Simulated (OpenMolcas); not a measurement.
# C2HF2Ge (SMILES C#[C][Ge]([F])[F]): a chain of runs

Wanted: the energy (ROHF/ANO-R0), then the energy (CASSCF(3,3)/ANO-R1), then an energy scan (CASPT2(3,3)/ANO-R1), then the energy along one coordinate (SC-NEVPT2(3,3)/ANO-R1), then an energy scan (MC-PDFT[tPBE](3,3)/ANO-R1) of C2HF2Ge. 

The results are computed with OpenMolcas 26.06.

## (1) The system as given

C2HF2Ge has 6 atoms, charge 0, and is taken as a doublet. SMILES: `C#[C][Ge]([F])[F]`. Geometry: relaxed at PBE0-D4/def2-TZVP.

Bond lengths: C1–C2 1.206 Å, C2–Ge3 1.892 Å, Ge3–F4 1.728 Å, Ge3–F5 1.728 Å, C1–H6 1.067 Å. Angles: C1–C2–Ge3 171.1°, C2–Ge3–F4 108.5°, C2–Ge3–F5 108.5°, F4–Ge3–F5 104.7°, C2–C1–H6 178.2°.

## (2) The energy at ROHF/ANO-R0 (sfX2C) (run 1)

coord.xyz reads:

```xyz
6

C     -0.190100     0.518400     1.692900
C     -0.131400     0.204200     0.530300
Ge    -0.289600    -0.139700    -1.323100
F     -0.276600    -1.850600    -1.565100
F      1.142900     0.424100    -2.108200
H     -0.213200     0.779700     2.727000
```

step1.inp reads:

```
* C2HF2Ge Hartree-Fock

&GATEWAY
  COORD=coord.xyz
  BASIS=ANO-R0
  GROUP=NoSym

&SEWARD

&SCF
  UHF
  SPIN=2
  PRORBITALS=0

&RASSCF
  FILEORB=$Project.UnaOrb
  SPIN=2
  NACTEL=1 0 0
  INACTIVE=31
  RAS2=1
  OUTORBITALS=Canonical
  ORBLISTING=Nothing
```

The run is started by

```sh
$ export MOLCAS_MEM=1860
$ pymolcas step1.inp > step1.log
```

Log:

```text
--- Start Module: gateway ---
[...]
--- Stop Module: gateway /rc=_RC_ALL_IS_WELL_ ---
[...]
      Basis functions           39
[...]
--- Start Module: scf ---
[...]
       Convergence after  23 Iterations
[...]
::    Total SCF energy                              -2372.0802488087
[...]
      Total spin, S                                     0.5351590480
[...]
--- Stop Module: scf /rc=_RC_ALL_IS_WELL_ ---
[...]
--- Start Module: rasscf ---
[...]
      Number of active orbitals                  1
[...]
      Spin quantum number                      0.5
[...]
      Active orbitals                            1
[...]
      Number of CSFs                             1
[...]
      Number of root(s) required                 1
[...]
      Convergence after 13 iterations
[...]
      printout of CI-coefficients larger than  0.05 for root  1
      energy=   -2372.075315
      conf/sym  1     Coeff  Weight
             1  u   1.00000 1.00000
      Natural orbitals and occupation numbers for root  1
      sym 1:   1.000000
      ************************************************************************************************************************
      *                                                    Final results                                                     *
[...]
::    RASSCF root number  1 Total energy:  -2372.07531531
[...]
      Total electronic charge=   63.000000
      Total            charge=   -0.000000
[...]
      Dipole Moment (debye):
      Origin of the operator (angstrom)=   -0.0659   -0.2043   -1.0091
                   X= -1.1273E+00               Y=  7.6733E-01               Z=  2.6954E-01           Total=  1.3900E+00
      Quadrupole Moment (debye*angstrom):
[...]
--- Stop Module: rasscf /rc=_RC_ALL_IS_WELL_ ---
[...]
```

Run time: 10 s. Hardware: 1 thread of Intel Xeon Platinum 8259CL at 2.50GHz (Skylake/Cascade Lake), shared host; peak memory 0.41 GiB.

## (3) The energy at CASSCF(3,3)/ANO-R1 (sfX2C, RICD fitting) (run 2)

coord.xyz is that of step 2.

step2.inp reads:

```
&GATEWAY
Coord=coord.xyz
Basis=ANO-R0
Group=NoSym
&SEWARD
&RASSCF
FileOrb=$CurrDir/step1.RasOrb
Alter=2
1 23 31
1 33 35
Spin=2
Nactel=3 0 0
Inactive=30
Ras2=3
OrbListing=Nothing
>>> COPY $Project.RunFile RUNFIL1
>>> COPY $Project.RasOrb INPORB
&GATEWAY
Coord=coord.xyz
Basis=ANO-R1
Group=NoSym
RICD
&SEWARD
>>> COPY $Project.RunFile RUNFIL2
&EXPBAS
&RASSCF
FileOrb=$Project.ExpOrb
Spin=2
Nactel=3 0 0
Inactive=30
Ras2=3
OrbListing=Nothing
OrbAppear=Compact
```

The run is started by

```sh
$ export MOLCAS_MEM=1860
$ pymolcas step2.inp > step2.log
```

Log:

```text
--- Start Module: gateway ---
[...]
--- Stop Module: gateway /rc=_RC_ALL_IS_WELL_ ---
[...]
      Basis functions           39
[...]
      Number of active orbitals                  3
[...]
      Spin quantum number                      0.5
[...]
      Active orbitals                            3
[...]
      Number of CSFs                             8
[...]
      Number of root(s) required                 1
[...]
      Convergence after 14 iterations
[...]
      printout of CI-coefficients larger than  0.05 for root  1
      energy=   -2372.084579
      conf/sym  111     Coeff  Weight
             1  2u0   0.99667 0.99336
             8  0u2   0.08144 0.00663
      Natural orbitals and occupation numbers for root  1
      sym 1:   1.986726   0.999995   0.013278
      ************************************************************************************************************************
      *                                                    Final results                                                     *
[...]
::    RASSCF root number  1 Total energy:  -2372.08457923
[...]
      Basis functions          100
[...]
--- Start Module: expbas ---
[...]
--- Stop Module: expbas /rc=_RC_ALL_IS_WELL_ ---
--- Start Module: rasscf ---
[...]
      Convergence after 14 iterations
[...]
      Natural orbitals and occupation numbers for root  1
      sym 1:   1.985277   0.999996   0.014728
      ************************************************************************************************************************
      *                                                    Final results                                                     *
[...]
::    RASSCF root number  1 Total energy:  -2372.62615256
[...]
      Total electronic charge=   63.000000
      Total            charge=   -0.000000
[...]
      Dipole Moment (debye):
      Origin of the operator (angstrom)=   -0.0659   -0.2043   -1.0091
                   X= -2.1339E+00               Y=  1.8670E+00               Z=  2.2456E+00           Total=  3.6169E+00
      Quadrupole Moment (debye*angstrom):
[...]
--- Stop Module: rasscf /rc=_RC_ALL_IS_WELL_ ---
[...]
```

Run time: 30 s. Hardware: 1 thread of Intel Xeon Platinum 8259CL at 2.50GHz (Skylake/Cascade Lake), shared host; peak memory 0.41 GiB.

## (4) The energy along one coordinate at CASPT2(3,3)/ANO-R1 (sfX2C, RICD fitting, ipea shift 0.25 Eh, pt2 variant SS) (run 3)

step3.input reads:

```
>>> COPY $CurrDir/step2.RasOrb $Project.RasOrb
>>> ForEach K in (1, 2, 3, 4, 5, 6, 7, 8, 9)
&GATEWAY
COORD=$CurrDir/point$K.xyz
BASIS=ANO-R1
GROUP=NoSym
RICD
&SEWARD
&RASSCF
FILEORB=$Project.RasOrb
SPIN=2
NACTEL=3 0 0
INACTIVE=30
RAS2=3
ORBLISTING=Nothing
ORBAPPEAR=Compact
&CASPT2
IMAGINARY=0.2
FROZEN=13
>>> EndDo
```

The run is started by

```sh
$ export MOLCAS_MEM=1860
$ pymolcas step3.input > step3.log
```

Log:

```text
--- Start Module: gateway ---
[...]
--- Stop Module: gateway /rc=_RC_ALL_IS_WELL_ ---
[...]
      Basis functions          100
[...]
      Number of active orbitals                  3
[...]
      Spin quantum number                      0.5
[...]
      Active orbitals                            3
[...]
      Number of CSFs                             8
[...]
      Number of root(s) required                 1
[...]
      Convergence after 10 iterations
[...]
      printout of CI-coefficients larger than  0.05 for root  1
      energy=   -2372.614121
      conf/sym  111     Coeff  Weight
             1  2u0   0.99745 0.99491
             8  0u2   0.07134 0.00509
      Natural orbitals and occupation numbers for root  1
      sym 1:   1.989816   0.999997   0.010187
      ************************************************************************************************************************
      *                                                    Final results                                                     *
[...]
::    RASSCF root number  1 Total energy:  -2372.61412071
[...]
      E2 (Variational):          -1.0699534427
[...]
::    CASPT2 Root  1     Total energy:  -2373.68407415
[...]
      Convergence after 10 iterations
[...]
      Natural orbitals and occupation numbers for root  1
      sym 1:   1.985269   0.999996   0.014736
      ************************************************************************************************************************
      *                                                    Final results                                                     *
[...]
      Convergence after 11 iterations
[...]
      Natural orbitals and occupation numbers for root  1
      sym 1:   1.867104   0.999951   0.132945
      ************************************************************************************************************************
      *                                                    Final results                                                     *
[...]
      Convergence after 13 iterations
[...]
      Natural orbitals and occupation numbers for root  1
      sym 1:   1.726039   0.999925   0.274037
      ************************************************************************************************************************
      *                                                    Final results                                                     *
[...]
      Convergence after 13 iterations
[...]
      Natural orbitals and occupation numbers for root  1
      sym 1:   1.474127   0.999975   0.525898
      ************************************************************************************************************************
      *                                                    Final results                                                     *
[...]
::    RASSCF root number  1 Total energy:  -2372.43336395
[...]
::    CASPT2 Root  1     Total energy:  -2373.49440165
[...]
--- Start Module: rasscf ---
[...]
      Convergence after  9 iterations
[...]
      Natural orbitals and occupation numbers for root  1
      sym 1:   1.196757   1.000182   0.803062
      ************************************************************************************************************************
      *                                                    Final results                                                     *
[...]
::    RASSCF root number  1 Total energy:  -2372.42239116
[...]
      Total electronic charge=   63.000000
      Total            charge=   -0.000000
[...]
      E2 (Variational):          -1.0584263786
      Total energy:           -2373.4808175429
[...]
      Reference weight:           0.80004
[...]
::    CASPT2 Root  1     Total energy:  -2373.48081754
[...]
```

It took 3.3 min on 1 thread of Intel Xeon Platinum 8259CL at 2.50GHz (Skylake/Cascade Lake), shared host; peak memory 0.16 GiB.

The scan, from its lowest point:

| H6–C1 (Å) | energy (kJ/mol) |
| --- | --- |
| 0.960 | 30.0 |
| 1.067 | 0.0 |
| 1.174 | 16.4 |
| 1.334 | 82.9 |
| 1.547 | 196.4 |
| 1.814 | 329.2 |
| 2.134 | 445.6 |
| 2.560 | 528.0 |
| 3.201 | 563.7 |

## (5) The energy along one coordinate at SC-NEVPT2(3,3)/ANO-R1 (sfX2C, RICD fitting, pt2 variant SC-NEVPT2) (run 4)

step4.inp reads:

```
>>> COPY $CurrDir/step2.RasOrb $Project.RasOrb
>>> ForEach K in (1, 2, 3, 4, 5, 6, 7, 8, 9)

&GATEWAY
 Coord=$CurrDir/point$K.xyz
 Basis=ANO-R1
 Group=NoSym
 RICD

&SEWARD

&RASSCF
 FileOrb=$Project.RasOrb
 Spin=2
 Nactel=3 0 0
 Inactive=30
 Ras2=3
 OrbListing=Nothing
 OrbAppear=Compact

&CASPT2
 SC-NEVPT2
 Frozen=13
>>> EndDo
```

The run is started by

```sh
$ export MOLCAS_MEM=1860
$ pymolcas step4.inp > step4.log
```

Log:

```text
--- Start Module: gateway ---
[...]
--- Stop Module: gateway /rc=_RC_ALL_IS_WELL_ ---
[...]
      Basis functions          100
[...]
      Number of active orbitals                  3
[...]
      Spin quantum number                      0.5
[...]
      Active orbitals                            3
[...]
      Number of CSFs                             8
[...]
      Number of root(s) required                 1
[...]
      Convergence after 10 iterations
[...]
      printout of CI-coefficients larger than  0.05 for root  1
      energy=   -2372.614121
      conf/sym  111     Coeff  Weight
             1  2u0   0.99745 0.99491
             8  0u2   0.07134 0.00509
      Natural orbitals and occupation numbers for root  1
      sym 1:   1.989816   0.999997   0.010187
      ************************************************************************************************************************
      *                                                    Final results                                                     *
[...]
::    RASSCF root number  1 Total energy:  -2372.61412071
[...]
      E2 (Variational):          -1.0642492300
[...]
::    SC-NEVPT2 Root  1     Total energy:  -2373.67788130
[...]
      Convergence after 10 iterations
[...]
      Natural orbitals and occupation numbers for root  1
      sym 1:   1.985269   0.999996   0.014736
      ************************************************************************************************************************
      *                                                    Final results                                                     *
[...]
      Convergence after 11 iterations
[...]
      Natural orbitals and occupation numbers for root  1
      sym 1:   1.867104   0.999951   0.132945
      ************************************************************************************************************************
      *                                                    Final results                                                     *
[...]
      Convergence after 13 iterations
[...]
      Natural orbitals and occupation numbers for root  1
      sym 1:   1.726039   0.999925   0.274037
      ************************************************************************************************************************
      *                                                    Final results                                                     *
[...]
      Convergence after 13 iterations
[...]
      Natural orbitals and occupation numbers for root  1
      sym 1:   1.474127   0.999975   0.525898
      ************************************************************************************************************************
      *                                                    Final results                                                     *
[...]
::    RASSCF root number  1 Total energy:  -2372.43336395
[...]
::    SC-NEVPT2 Root  1     Total energy:  -2373.48848433
[...]
      Convergence after  9 iterations
[...]
      Natural orbitals and occupation numbers for root  1
      sym 1:   1.196757   1.000182   0.803062
      ************************************************************************************************************************
      *                                                    Final results                                                     *
[...]
::    RASSCF root number  1 Total energy:  -2372.42239116
[...]
      Total electronic charge=   63.000000
      Total            charge=   -0.000000
[...]
      E2 (Variational):          -1.0528218527
      Total energy:           -2373.4752130170
[...]
      Reference weight:           0.80044
[...]
::    SC-NEVPT2 Root  1     Total energy:  -2373.47521302
[...]
```

It took 3.2 min on 1 thread of Intel Xeon Platinum 8259CL at 2.50GHz (Skylake/Cascade Lake), shared host; peak memory 0.16 GiB.

The scan, from its lowest point:

```csv
H6–C1 (Å),energy (kJ/mol)
0.960,31.6
1.067,0.0
1.174,15.0
1.334,79.9
1.547,192.3
1.814,325.8
2.134,444.8
2.560,528.9
3.201,563.7
```

## (6) An energy scan at MC-PDFT[tPBE](3,3)/ANO-R1 (sfX2C, RICD fitting) (run 5)

step5.input reads:

```
* C2HF2Ge MC-PDFT
>>> EXPORT MOLCAS_PRINT=2
>>> COPY $CurrDir/step2.RasOrb $Project.RasOrb
>>> ForEach K in (1, 2, 3, 4, 5, 6, 7, 8, 9)

&GATEWAY
  COORD
  $CurrDir/point$K.xyz
  BASIS
  ANO-R1
  GROUP
  NoSym
  RICD

&SEWARD

&RASSCF
  FILEORB
  $Project.RasOrb
  SPIN
  2
  NACTEL
  3 0 0
  INACTIVE
  30
  RAS2
  3
  ORBLISTING
  Nothing
  ORBAPPEAR
  Compact

&MCPDFT
  KSDFT
  T:PBE
>>> EndDo
```

The run is started by

```sh
$ export MOLCAS_MEM=1860
$ pymolcas step5.input > step5.log
```

Log:

```text
[...]
      Basis functions          100
[...]
      Number of active orbitals                  3
[...]
      Spin quantum number                      0.5
[...]
      Active orbitals                            3
[...]
      Number of CSFs                             8
[...]
      Number of root(s) required                 1
[...]
      Convergence after 10 iterations
[...]
      printout of CI-coefficients larger than  0.05 for root  1
      energy=   -2372.614121
      conf/sym  111     Coeff  Weight
             1  2u0   0.99745 0.99491
             8  0u2   0.07134 0.00509
      Natural orbitals and occupation numbers for root  1
      sym 1:   1.989816   0.999997   0.010187
      ************************************************************************************************************************
      *                                                    Final results                                                     *
[...]
::    RASSCF root number  1 Total energy:  -2372.61412071
[...]
::    MCPDFT root number  1 Total energy:  -2374.94847475
[...]
      Convergence after 10 iterations
[...]
      Natural orbitals and occupation numbers for root  1
      sym 1:   1.985269   0.999996   0.014736
      ************************************************************************************************************************
      *                                                    Final results                                                     *
[...]
      Convergence after 11 iterations
[...]
      Natural orbitals and occupation numbers for root  1
      sym 1:   1.867104   0.999951   0.132945
      ************************************************************************************************************************
      *                                                    Final results                                                     *
[...]
      Convergence after 13 iterations
[...]
      Natural orbitals and occupation numbers for root  1
      sym 1:   1.726039   0.999925   0.274037
      ************************************************************************************************************************
      *                                                    Final results                                                     *
[...]
      Convergence after 13 iterations
[...]
      Natural orbitals and occupation numbers for root  1
      sym 1:   1.474127   0.999975   0.525898
      ************************************************************************************************************************
      *                                                    Final results                                                     *
[...]
::    RASSCF root number  1 Total energy:  -2372.43336395
[...]
::    MCPDFT root number  1 Total energy:  -2374.75070082
[...]
      Convergence after  9 iterations
[...]
      Natural orbitals and occupation numbers for root  1
      sym 1:   1.196757   1.000182   0.803062
      ************************************************************************************************************************
      *                                                    Final results                                                     *
[...]
::    RASSCF root number  1 Total energy:  -2372.42239116
[...]
      Total electronic charge=   63.000000
      Total            charge=   -0.000000
[...]
      Dipole Moment (debye):
      Origin of the operator (angstrom)=   -0.0200   -0.7231   -3.0625
                   X= -2.0941E+00               Y=  1.6199E+00               Z=  1.3146E+00           Total=  2.9559E+00
      Quadrupole Moment (debye*angstrom):
[...]
::    MCPDFT root number  1 Total energy:  -2374.73474802
[...]
```

Run time: 3.1 min. Hardware: 1 thread of Intel Xeon Platinum 8259CL at 2.50GHz (Skylake/Cascade Lake), shared host; peak memory 0.16 GiB.

The scan, from its lowest point:

```
H6–C1 (Å)  energy (kJ/mol)
    0.960             31.0
    1.067              0.0
    1.174             15.1
    1.334             79.9
    1.547            192.7
    1.814            328.6
    2.134            454.5
    2.560            550.3
    3.201            592.2
```

## (7) Outcome

| quantity | value |
| --- | --- |
| run 1, ROHF/ANO-R0: total energy | -2372.07532 Eh |
| run 1, ROHF/ANO-R0: dipole moment | 1.39 D |
| run 2, CASSCF(3,3)/ANO-R1: total energy | -2372.62615 Eh |
| run 2, CASSCF(3,3)/ANO-R1: dipole moment (CASSCF density) | 3.62 D |
| run 3, CASPT2(3,3)/ANO-R1: lowest energy of the scan | -2373.69552 Eh |
| run 4, SC-NEVPT2(3,3)/ANO-R1: lowest energy of the scan | -2373.68992 Eh |
| run 5, MC-PDFT[tPBE](3,3)/ANO-R1: lowest energy of the scan | -2374.96030 Eh |

Mulliken charges (run 1, ROHF/ANO-R0) run from -0.39 on C1 to +0.95 on Ge3. Mulliken charges (run 2, CASSCF(3,3)/ANO-R1) run from -0.43 on F5 to +0.96 on Ge3. The run (run 3, CASPT2(3,3)/ANO-R1) may have ended on a state above the lowest. The run (run 4, SC-NEVPT2(3,3)/ANO-R1) may have ended on a state above the lowest. The run (run 5, MC-PDFT[tPBE](3,3)/ANO-R1) may have ended on a state above the lowest.
